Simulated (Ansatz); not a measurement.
# Zr3SnO8: the cell at several levels of theory, part 2 of 3

The system is Zr3SnO8 built on the rutile host prototype, a generated structure that needn't be the ground state.

Ansatz 0.2.0, plane waves. Earlier steps stand in the parts before.

### 3 r2SCAN: cell and atoms

It starts from the cell of step 2.

input.yaml

```yaml
crystal:
  lattice:
    - [3.445324456, -3.4668968698, 0.0]
    - [3.445324456, 3.4668968698, 0.0]
    - [0.0, 0.0, 6.5180060047]
  atoms:
    - { symbol: Zr, position: [0.5, 0.5, 0.0] }
    - { symbol: Zr, position: [0.0, 0.0, 0.7493460832] }
    - { symbol: O, position: [0.1936619749, 0.1936619749, 0.0] }
    - { symbol: O, position: [0.8063380251, 0.8063380251, 0.0] }
    - { symbol: O, position: [0.6942638504, 0.3057361496, 0.748121803] }
    - { symbol: O, position: [0.3057361496, 0.6942638504, 0.748121803] }
    - { symbol: Sn, position: [0.5, 0.5, 0.5] }
    - { symbol: Zr, position: [0.0, 0.0, 0.2506539168] }
    - { symbol: O, position: [0.19576189, 0.19576189, 0.5] }
    - { symbol: O, position: [0.80423811, 0.80423811, 0.5] }
    - { symbol: O, position: [0.6942638504, 0.3057361496, 0.251878197] }
    - { symbol: O, position: [0.3057361496, 0.6942638504, 0.251878197] }
kpoints:
  mp_grid: { grid: [6, 6, 4] }
hamiltonian:
  xc: r2scan
scf:
  occupations: { method: fermi_dirac, width: 0.02 }
relax:
  f_tol: 0.005
  cell: {}
```

Log:

```text
Engine: ansatz 0.2.0, x86_64-unknown-linux-gnu
Pseudopotentials: kind: paw
Pseudopotential: Zr, paw, valence charge 12, recommended cutoff 500 eV (meta_gga), Zr.paw.azcp
Pseudopotential: O, paw, valence charge 6, recommended cutoff 500 eV (meta_gga), O.paw.azcp
Pseudopotential: Sn, paw, valence charge 14, recommended cutoff 500 eV (meta_gga), Sn.paw.azcp
Functional definition: r2SCAN
  parameter k0 = 0.174
  parameter k1 = 0.065
  parameter a1 = 4.9479
  exchange = r2scan_x(k0 = k0, k1 = k1, a1 = a1)
  correlation = r2scan_c
Crystal: 12 atoms, lattice volume = 155.710 Å³
Basis set: ecut = 500 eV, 3943 PW (Γ), exchange–correlation on 144×144×192 points (64 copies of the dense FFT grid, shifted against one another)
Bands: 61, of which v1, the nominal top of the filled ones, is band 49 counted from 1 (48 counted from 0)
Symmetry: 8 space group operations
Space group: Cmmm (ITA 65), of the structure as read, at distance tolerance 5.4e-5 Å
k-points: 39 of 144
Non-local potential: Zr, projectors of the file, l = 0: 3, l = 1: 2, l = 2: 2, l = 3: 2
Non-local potential: O, projectors of the file, l = 0: 2, l = 1: 2, l = 2: 1
Non-local potential: Sn, projectors of the file, l = 0: 2, l = 1: 2, l = 2: 2, l = 3: 2
PAW form: soft (Blöchl's): semilocal exchange-correlation on the pseudo side does not see the compensation charge
PAW frozen core: Zr, regenerated for the run's functional (the file was generated under x = pbe(κ = 0.804, μ = 0.2195149727645171), c = pbe(β = 0.06672455060314922))
PAW frozen core: O, regenerated for the run's functional (the file was generated under x = pbe(κ = 0.804, μ = 0.2195149727645171), c = pbe(β = 0.06672455060314922))
PAW frozen core: Sn, regenerated for the run's functional (the file was generated under x = pbe(κ = 0.804, μ = 0.2195149727645171), c = pbe(β = 0.06672455060314922))
PAW one-centre angular grid: Zr, 590 points (default); XC on 160 Gauss nodes
PAW one-centre angular grid: O, 302 points (default); XC on 160 Gauss nodes
PAW one-centre angular grid: Sn, 590 points (default); XC on 249 of its mesh's 2787 points in the sphere
Initial density: superposition of atomic densities (neutral atoms: chi_scale 0, normalization atom), corrected by the library's trained network
Initial wavefunctions: pseudopotential atomic-orbital guess
Functional: x = r2scan, c = r2scan; τ floored in thin density (d = 2e-4 eV/Å³)
SCF iter   1: F=—  HF=-23189.935585 eV  |F-HF|=—  |Δ(HF+E_count)|=         —  Δρ=1.41e-2  dr2=3.86e-1  dr2_τ=6.50e-1  ethr=1.77e-3  ⟨swp⟩=6.2  Hψ=8896  notcnv=0
preconditioner: auto → Resta (q_TF=auto, 2.526 Å⁻¹)  ε∞=3.6  [insulator: Δε(μ)=3.414 eV  Ē_g=17.753 eV  σ=0.020 eV  W_gap=1.00  n_scr=36 (ndim 8)  ℏωp=28.5 eV  f_vac=0.029  D(μ)=0.00/eV (n_scr^D=0)  ε∞_Penn≈3.6]
SCF iter   2: F=—  HF=-23190.055295 eV  |F-HF|=—  |Δ(HF+E_count)|=   1.20e-1  Δρ=6.72e-3  dr2=3.41e-2  dr2_τ=1.40e-2  ethr=3.94e-4  ⟨swp⟩=2.4  Hψ=4162  notcnv=0  defer=272
SCF iter   3: F=—  HF=-23190.052563 eV  |F-HF|=—  |Δ(HF+E_count)|=   2.73e-3  Δρ=2.76e-3  dr2=7.75e-3  dr2_τ=7.48e-4  ethr=3.48e-5  ⟨swp⟩=2.8  Hψ=4225  notcnv=0  defer=116
automatic band count: iteration 3 solves 57 bands in place of 61: the levels show a gap, and the empty bands left out lie too high to hold charge; the band table lists the bands solved (type scf.n_extra_bands for more)
SCF iter   4: F=—  HF=-23190.052039 eV  |F-HF|=—  |Δ(HF+E_count)|=   5.24e-4  Δρ=5.15e-4  dr2=3.15e-4  dr2_τ=4.65e-5  ethr=7.91e-6  ⟨swp⟩=2.0  Hψ=3853  notcnv=0  defer=116
SCF iter   5: F=—  HF=-23190.051848 eV  |F-HF|=—  |Δ(HF+E_count)|=   1.92e-4  Δρ=2.91e-4  dr2=1.14e-4  dr2_τ=1.86e-5  ethr=3.21e-7  ⟨swp⟩=2.0  Hψ=3939  notcnv=0  defer=116
SCF iter   6: F=—  HF=-23190.051952 eV  |F-HF|=—  |Δ(HF+E_count)|=   1.05e-4  Δρ=6.58e-5  dr2=7.34e-6  dr2_τ=5.86e-7  ethr=1.16e-7  ⟨swp⟩=2.0  Hψ=3267  notcnv=0  defer=116
SCF iter   7: F=—  HF=-23190.052284 eV  |F-HF|=—  |Δ(HF+E_count)|=   3.32e-4  Δρ=2.52e-5  dr2=1.10e-6  dr2_τ=9.34e-8  ethr=7.49e-9  ⟨swp⟩=2.0  Hψ=3630  notcnv=0  defer=116
SCF iter   8: F=—  HF=-23190.052284 eV  |F-HF|=—  |Δ(HF+E_count)|=   7.52e-8  Δρ=9.95e-6  dr2=1.43e-7  dr2_τ=1.49e-8  ethr=1.12e-9  ⟨swp⟩=2.0  Hψ=3300  notcnv=0  defer=116
SCF iter   9: F=-23190.052284 eV  HF=-23190.052284 eV  |F-HF|=8.39e-9  |Δ(HF+E_count)|=   9.27e-9  Δρ=3.69e-6  dr2=1.71e-8  dr2_τ=2.77e-9  ethr=1.02e-10  ⟨swp⟩=5.0  Hψ=7788  notcnv=0
SCF 1 converged in 9 iterations: F = -23190.052284 eV  dr2 = 1.71e-8
relax step   1: F+E_penalty+E_count = -23190.05228410 eV  Δ(F+E_penalty+E_count) = +0.000e0 eV  max|allowed force component| = 2.120e-1 eV/Å  Δτ_max = 0.0000 Å  P = -4.269 GPa  Ω = 155.710 Å³  (9 SCF iters, dr2 threshold 1.00e-7 eV, accepted)
Crystal: 12 atoms, lattice volume = 151.760 Å³
Basis set: ecut = 500 eV, 3855 PW (Γ), exchange–correlation on 144×144×192 points (64 copies of the dense FFT grid, shifted against one another)
Initial density: handed on by an earlier stage of this run
Initial wavefunctions: those handed on with the density
iter 1 solved again at ethr=2.22e-5 eV; its pass at ethr=3.10e-3 eV (dr2=2.17e-2 eV) is discarded
SCF iter   1: F=—  HF=-23190.061799 eV  |F-HF|=—  |Δ(HF+E_count)|=         —  Δρ=4.01e-3  dr2=2.08e-2  dr2_τ=8.81e-2  ethr=2.22e-5  ⟨swp⟩=2.1  Hψ=11400  notcnv=0
automatic band count: iteration 1 solves 57 bands in place of 61: the levels show a gap, and the empty bands left out lie too high to hold charge; the band table lists the bands solved (type scf.n_extra_bands for more)
preconditioner: auto → Resta (q_TF=auto, 2.537 Å⁻¹)  ε∞=3.9  [insulator: Δε(μ)=3.366 eV  Ē_g=17.038 eV  σ=0.020 eV  W_gap=1.00  n_scr=36 (ndim 8)  ℏωp=28.9 eV  f_vac=0.017  D(μ)=0.00/eV (n_scr^D=0)  ε∞_Penn≈3.9]
SCF iter   2: F=—  HF=-23190.106001 eV  |F-HF|=—  |Δ(HF+E_count)|=   4.42e-2  Δρ=1.53e-3  dr2=3.87e-3  dr2_τ=3.61e-4  ethr=2.12e-5  ⟨swp⟩=2.1  Hψ=4448  notcnv=0
SCF iter   3: F=—  HF=-23190.105718 eV  |F-HF|=—  |Δ(HF+E_count)|=   2.83e-4  Δρ=5.53e-4  dr2=5.44e-4  dr2_τ=4.87e-5  ethr=3.94e-6  ⟨swp⟩=2.0  Hψ=3263  notcnv=0
SCF iter   4: F=—  HF=-23190.105837 eV  |F-HF|=—  |Δ(HF+E_count)|=   1.19e-4  Δρ=1.32e-4  dr2=2.76e-5  dr2_τ=2.08e-6  ethr=5.55e-7  ⟨swp⟩=2.2  Hψ=3321  notcnv=0
SCF iter   5: F=—  HF=-23190.105844 eV  |F-HF|=—  |Δ(HF+E_count)|=   6.83e-6  Δρ=8.19e-5  dr2=8.01e-6  dr2_τ=1.16e-6  ethr=2.82e-8  ⟨swp⟩=2.0  Hψ=3464  notcnv=0
SCF iter   6: F=-23190.105842 eV  HF=-23190.105842 eV  |F-HF|=6.00e-8  |Δ(HF+E_count)|=   1.55e-6  Δρ=2.17e-5  dr2=4.80e-7  dr2_τ=7.35e-8  ethr=1.22e-9  ⟨swp⟩=3.3  Hψ=9464  notcnv=0
SCF 2 converged in 6 iterations: F = -23190.105842 eV  dr2 = 4.80e-7
relax step   2: F+E_penalty+E_count = -23190.10584204 eV  Δ(F+E_penalty+E_count) = -5.356e-2 eV  max|allowed force component| = 7.656e-2 eV/Å  Δτ_max = 0.0109 Å  P = +0.874 GPa  Ω = 151.760 Å³  energy of the carried Pulay correction = +2.483e-3 eV  (6 SCF iters, dr2 threshold 1.20e-6 eV, accepted)
Crystal: 12 atoms, lattice volume = 152.344 Å³
Basis set: ecut = 500 eV, 3871 PW (Γ), exchange–correlation on 144×144×192 points (64 copies of the dense FFT grid, shifted against one another)
iter 1 solved again at ethr=7.80e-7 eV; its pass at ethr=3.10e-3 eV (dr2=7.64e-4 eV) is discarded
SCF iter   1: F=—  HF=-23190.106520 eV  |F-HF|=—  |Δ(HF+E_count)|=         —  Δρ=6.63e-4  dr2=7.68e-4  dr2_τ=4.64e-3  ethr=7.80e-7  ⟨swp⟩=2.0  Hψ=10829  notcnv=0
automatic band count: iteration 1 solves 57 bands in place of 61: the levels show a gap, and the empty bands left out lie too high to hold charge; the band table lists the bands solved (type scf.n_extra_bands for more)
preconditioner: auto → Resta (q_TF=auto, 2.535 Å⁻¹)  ε∞=3.9  [insulator: Δε(μ)=3.334 eV  Ē_g=16.996 eV  σ=0.020 eV  W_gap=1.00  n_scr=36 (ndim 8)  ℏωp=28.9 eV  f_vac=0.026  D(μ)=0.00/eV (n_scr^D=0)  ε∞_Penn≈3.9]
SCF iter   2: F=—  HF=-23190.107775 eV  |F-HF|=—  |Δ(HF+E_count)|=   1.25e-3  Δρ=3.30e-4  dr2=2.04e-4  dr2_τ=9.23e-6  ethr=7.80e-7  ⟨swp⟩=2.0  Hψ=3482  notcnv=0
SCF iter   3: F=—  HF=-23190.107739 eV  |F-HF|=—  |Δ(HF+E_count)|=   3.58e-5  Δρ=1.34e-4  dr2=2.61e-5  dr2_τ=4.26e-6  ethr=2.08e-7  ⟨swp⟩=2.0  Hψ=3409  notcnv=0
SCF iter   4: F=—  HF=-23190.107737 eV  |F-HF|=—  |Δ(HF+E_count)|=   2.46e-6  Δρ=4.88e-5  dr2=3.43e-6  dr2_τ=4.52e-7  ethr=2.67e-8  ⟨swp⟩=2.0  Hψ=3411  notcnv=0
SCF iter   5: F=-23190.107737 eV  HF=-23190.107737 eV  |F-HF|=2.32e-8  |Δ(HF+E_count)|=   2.15e-7  Δρ=1.39e-5  dr2=3.61e-7  dr2_τ=3.39e-8  ethr=1.22e-9  ⟨swp⟩=4.1  Hψ=7431  notcnv=0
SCF 3 converged in 5 iterations: F = -23190.107737 eV  dr2 = 3.61e-7
relax step   3: F+E_penalty+E_count = -23190.10773715 eV  Δ(F+E_penalty+E_count) = -1.895e-3 eV  max|allowed force component| = 2.639e-2 eV/Å  Δτ_max = 0.0034 Å  P = +0.029 GPa  Ω = 152.344 Å³  energy of the carried Pulay correction = +2.111e-3 eV  (5 SCF iters, dr2 threshold 1.20e-6 eV, accepted)
[... 9 lines left out ...]
relax step   4: F+E_penalty+E_count = -23190.10786774 eV  Δ(F+E_penalty+E_count) = -1.306e-4 eV  max|allowed force component| = 1.602e-2 eV/Å  Δτ_max = 0.0008 Å  P = -0.046 GPa  Ω = 152.366 Å³  energy of the carried Pulay correction = +2.098e-3 eV  (4 SCF iters, dr2 threshold 1.75e-7 eV, accepted)
[... 10 lines left out ...]
relax step   5: F+E_penalty+E_count = -23190.10792798 eV  Δ(F+E_penalty+E_count) = -6.024e-5 eV  max|allowed force component| = 4.419e-3 eV/Å  Δτ_max = 0.0009 Å  P = +0.004 GPa  Ω = 152.319 Å³  energy of the carried Pulay correction = +2.127e-3 eV  (5 SCF iters, dr2 threshold 1.60e-8 eV, accepted)
Initial wavefunctions: pseudopotential atomic-orbital guess (no wavefunctions were taken with the density)
iter 1 solved again at ethr=7.78e-8 eV; its pass at ethr=3.10e-3 eV (dr2=7.63e-5 eV) is discarded
SCF iter   1: F=—  HF=-23190.105252 eV  |F-HF|=—  |Δ(HF+E_count)|=         —  Δρ=7.88e-5  dr2=9.29e-7  dr2_τ=5.57e-6  ethr=7.78e-8  ⟨swp⟩=3.4  Hψ=16072  notcnv=0
preconditioner: auto → Resta (q_TF=auto, 2.535 Å⁻¹)  ε∞=3.7  [insulator: Δε(μ)=3.332 eV  Ē_g=17.702 eV  σ=0.020 eV  W_gap=1.00  n_scr=36 (ndim 8)  ℏωp=28.9 eV  f_vac=0.024  D(μ)=0.00/eV (n_scr^D=0)  ε∞_Penn≈3.7]
SCF iter   2: F=—  HF=-23190.105695 eV  |F-HF|=—  |Δ(HF+E_count)|=   4.44e-4  Δρ=4.08e-5  dr2=2.67e-7  dr2_τ=3.27e-7  ethr=9.48e-10  ⟨swp⟩=2.3  Hψ=3554  notcnv=0
SCF iter   3: F=—  HF=-23190.105696 eV  |F-HF|=—  |Δ(HF+E_count)|=   4.76e-7  Δρ=8.18e-6  dr2=6.93e-8  dr2_τ=1.82e-8  ethr=2.72e-10  ⟨swp⟩=2.0  Hψ=4239  notcnv=0
SCF iter   4: F=—  HF=-23190.105696 eV  |F-HF|=—  |Δ(HF+E_count)|=   1.34e-8  Δρ=1.19e-6  dr2=1.39e-9  dr2_τ=3.37e-10  ethr=7.07e-11  ⟨swp⟩=2.0  Hψ=3503  notcnv=0
SCF iter   5: F=-23190.105696 eV  HF=-23190.105696 eV  |F-HF|=3.64e-12  |Δ(HF+E_count)|=  7.06e-10  Δρ=3.33e-7  dr2=9.55e-11  dr2_τ=2.22e-11  ethr=1.00e-12  ⟨swp⟩=4.7  Hψ=10985  notcnv=0
SCF 6 converged in 5 iterations: F = -23190.105696 eV  dr2 = 9.55e-11
relax step   6: F+E_penalty+E_count = -23190.10569552 eV  Δ(F+E_penalty+E_count) = +2.232e-3 eV  max|allowed force component| = 4.398e-3 eV/Å  Δτ_max = 0.0000 Å  P = +0.013 GPa  Ω = 152.319 Å³  stress off target by 1.62e-2 GPa  SCF on the basis re-selected at this cell (its energy is not comparable with the rows above)  (5 SCF iters)
basis re-selected at this cell: Δ(F+E_penalty+E_count) = +2.232e-3 eV, ΔP = +0.009 GPa vs the last step (what re-selecting the basis moved, of the pressure what is left beyond the Pulay correction that the steps carried, after the strain that the cell walked since its last selection, with what the two solves' SCF thresholds leave and, on support functions, any second-order correction that the steps lacked; it is no measure of the basis error at this ecutwfc). This SCF's stress stands 1.62e-2 GPa from its target on what of the cell is left free (relax.cell.stress_tol is 5.00e-2 GPa) and its largest allowed force component is 4.40e-3 eV/Å (relax.f_tol is 5.00e-3 eV/Å): within both
SCF converged after 5 iterations
Free energy (F): -23190.105696 eV
Harris-Foulkes:  -23190.105696 eV  (|F-HF|=3.64e-12)
Internal energy: -23190.105696 eV  (E = F + TS)
E sigma→0 (E₀):  -23190.105696 eV
Fermi energy:    10.383911 eV
--- Per-component energies (eV) ---
  E_band       = -524.284237
  E_kinetic    = 2605.456189
  E_local      = -5652.620895  (includes V_loc(G=0)·N_el)
  E_nonlocal   = 573.319660
  E_hartree    = 2177.748692
  E_xc         = -1431.884192
  E_vxc        = -1587.712601  (∫ρ·V_xc dr)
  E_paw        = -14361.376664  (= ΣΔE_a)
  E_vpaw       = -916.458613  (= ΣTr[D̂ρ^β])
  E_aug_tail   = 0.008232  (compensation charges beyond the density's cutoff)
  E_vtau       = 98.226145  (kinetic-family band-sum trace: ∫τ·v_τ [+ j·A + Jᵃ·Aᵃ] dr)
  E_ewald      = -7100.742284
  E_core_change = -0.014432  (= ΣΔE_core)
  E_smearing   = -0.000000  (= −TS)
  E_closure    = -0.000000  (closes the sum)
  Σ components = -23190.105696   (vs F -23190.105696, Δ=0.00e0)
--- Forces (eV/Å), atoms counted from 1 ---
  atom   1  Zr    -0.00000000     0.00000000     0.00000000
  atom   2  Zr    -0.00000000     0.00000000     0.00382523
  atom   3  O     -0.00439801    -0.00000000    -0.00000000
  atom   4  O      0.00439801     0.00000000     0.00000000
  atom   5  O     -0.00000000     0.00207121    -0.00036500
  atom   6  O      0.00000000    -0.00207121    -0.00036500
  atom   7  Sn    -0.00000000    -0.00000000     0.00000000
  atom   8  Zr     0.00000000    -0.00000000    -0.00382523
  atom   9  O     -0.00005674    -0.00000000     0.00000000
  atom  10  O      0.00005674     0.00000000    -0.00000000
  atom  11  O     -0.00000000     0.00207121     0.00036500
  atom  12  O      0.00000000    -0.00207121     0.00036500
  max |Σ_I F_I| component: 1.30e-18 eV/Å
--- Stress (GPa, compression-positive) ---
        0.011535      -0.000000       0.000000
       -0.000000       0.010153      -0.000000
        0.000000      -0.000000       0.016222
  P = ⅓ Tr σ = 0.0126 GPa (0.126 kbar)
--- Band table (eV; the first three rows and the last of 39) ---
  k-point 0: bands = ["-40.4678", "-40.3804", "-40.3272", "-18.4192", "-18.1395", "-18.0681", "-18.0228", "-17.7871", "-17.7787", "-17.7157", "-17.6906", "-17.5147", "-12.3155", "-12.2527", "-11.7446", "-11.6842", "-11.6665", "-9.9153", "-8.9781", "-8.8089", "-8.7316", "-8.1177", "-7.9289", "-7.7704", "-7.7596", "2.0143", "4.0076", "4.1071", "4.7020", "5.0009", "5.0622", "5.0699", "5.0868", "5.4820", "5.8650", "6.1179", "6.1646", "6.6874", "6.7037", "6.8452", "6.8520", "6.8750", "7.2100", "7.7574", "7.7928", "7.9327", "8.0914", "8.1474", "8.7174", "12.0498", "13.2214", "13.7656", "14.1083", "14.1701", "14.2668", "14.4428", "14.5673", "14.5827", "15.5913", "16.9463", "17.1394"]
  k-point 1: bands = ["-40.4676", "-40.3729", "-40.3351", "-18.2997", "-18.1122", "-18.0651", "-18.0278", "-17.8078", "-17.8021", "-17.7046", "-17.6931", "-17.6615", "-12.2940", "-12.2342", "-11.7349", "-11.6842", "-11.6663", "-9.7567", "-8.9596", "-8.8720", "-8.7464", "-8.3754", "-8.0403", "-7.7634", "-7.5155", "2.1492", "3.7651", "4.2900", "4.5873", "4.8277", "4.8534", "5.1073", "5.5188", "5.6800", "5.9955", "6.0328", "6.0541", "6.2759", "6.6188", "6.7190", "7.1165", "7.2988", "7.3649", "7.5718", "7.7654", "7.8144", "7.9826", "8.0703", "8.6017", "12.4730", "13.5169", "13.5623", "14.0974", "14.1175", "14.1783", "14.3382", "14.5550", "14.7769", "15.5148", "16.7669", "17.1437"]
  k-point 2: bands = ["-40.4673", "-40.3561", "-40.3522", "-18.0779", "-18.0619", "-18.0437", "-17.9890", "-17.9884", "-17.8448", "-17.8145", "-17.6962", "-17.6948", "-12.2728", "-12.2154", "-11.7248", "-11.6841", "-11.6661", "-9.3917", "-9.3485", "-8.7253", "-8.7232", "-8.5315", "-8.1924", "-7.7740", "-7.3626", "2.3190", "3.5646", "4.3524", "4.4023", "4.6931", "5.0543", "5.3801", "5.5414", "5.5636", "5.7287", "6.1685", "6.3005", "6.4892", "6.5657", "6.5780", "6.6982", "7.4151", "7.4896", "7.6203", "7.6614", "7.8040", "8.0232", "8.1601", "8.2796", "13.2457", "13.4320", "13.4347", "13.9189", "14.0721", "14.0920", "14.5026", "14.5417", "14.8674", "15.4274", "16.3687", "17.1706"]
  k-point 38: bands = ["-40.4656", "-40.3558", "-40.3535", "-18.1029", "-18.0865", "-18.0296", "-17.9984", "-17.9863", "-17.8516", "-17.8247", "-17.6859", "-17.6839", "-12.2789", "-12.2185", "-11.7260", "-11.6789", "-11.6668", "-9.2431", "-9.1814", "-8.8006", "-8.6979", "-8.5878", "-8.2410", "-7.8392", "-7.4136", "2.0392", "3.6360", "4.0569", "4.1716", "4.3929", "5.2279", "5.4155", "5.5864", "5.8343", "6.3442", "6.3937", "6.4482", "6.9577", "7.0531", "7.1398", "7.1502", "7.2343", "7.2361", "7.3100", "7.3565", "7.7542", "7.7990", "7.8648", "8.0153", "13.3664", "13.6017", "13.8572", "13.8834", "14.0761", "14.2207", "14.3507", "14.3511", "14.4225", "14.8460", "16.9129", "17.5426"]
--- Relaxed structure (5 steps of the walk, 5 accepted, 1 SCFs on fresh bases) ---
  F+E_penalty+E_count = -23190.10569552 eV   max|allowed force component| = 4.398e-3 eV/Å   (the final SCF, on the basis selected at the relaxed cell)
  cell:  # Å, volume = 152.3189 Å³
    - [3.4156116081293533, -3.4359306695201837, 0.0]
    - [3.4156116081293533, 3.4359306695201837, 0.0]
    - [0.0, 0.0, 6.489497158607862]
  atoms:
    - { symbol: Zr, position: [0.5, 0.5, -4.331759061710603e-20] }
    - { symbol: Zr, position: [-3.9172820573346886e-21, 1.294882274837724e-21, 0.748726153474612] }
    - { symbol: O, position: [0.19375815394239135, 0.19375815394239135, -4.331759061710603e-20] }
    - { symbol: O, position: [0.8062418460576086, 0.8062418460576086, -4.331759061710603e-20] }
    - { symbol: O, position: [0.6937218241016276, 0.3062781758983724, 0.7463627031809867] }
    - { symbol: O, position: [0.3062781758983724, 0.6937218241016276, 0.7463627031809867] }
    - { symbol: Sn, position: [0.5, 0.5, 0.5000000000000001] }
    - { symbol: Zr, position: [-3.9172820573346886e-21, 1.294882274837724e-21, 0.2512738465253881] }
    - { symbol: O, position: [0.19737048227374135, 0.19737048227374135, 0.5000000000000001] }
    - { symbol: O, position: [0.8026295177262586, 0.8026295177262586, 0.5000000000000001] }
    - { symbol: O, position: [0.6937218241016276, 0.3062781758983724, 0.2536372968190136] }
    - { symbol: O, position: [0.3062781758983724, 0.6937218241016276, 0.2536372968190136] }
```

It took 12 s on 1 × NVIDIA H100 80GB HBM3 with 2 threads of AMD EPYC 7R13 (Zen 3), shared host; peak host memory 1.2 GiB.

The path of the relaxation:

```
step  energy change (meV/atom)  largest force (eV/Å)  pressure (GPa)  volume (Å³/atom)
   1                       0.0                0.2120           -4.27            12.976
   2                      -4.5                0.0766            0.87            12.647
   3                      -4.6                0.0264            0.03            12.695
   4                      -4.6                0.0160           -0.05            12.697
   5                      -4.6                0.0044            0.00            12.693
   6                      -4.5                0.0044            0.01            12.693
```

Step 6 solves the same cell on a plane-wave basis chosen anew, so the energy can jump there without a move.

The table lists every geometry solved, with passes on a fresh basis, whose energies don't compare exactly with the rows above.

|  | before | after | change |
| --- | --- | --- | --- |
| a (Å) | 6.891 | 6.831 | -0.86 % |
| b (Å) | 6.934 | 6.872 | -0.89 % |
| c (Å) | 6.518 | 6.489 | -0.44 % |
| volume (Å³/atom) | 12.976 | 12.693 | -2.18 % |
| shortest distance (Å) | 2.096 | 2.067 | -1.39 % |
| space group | Cmmm | Cmmm | same |

[end of part 2 of 3]
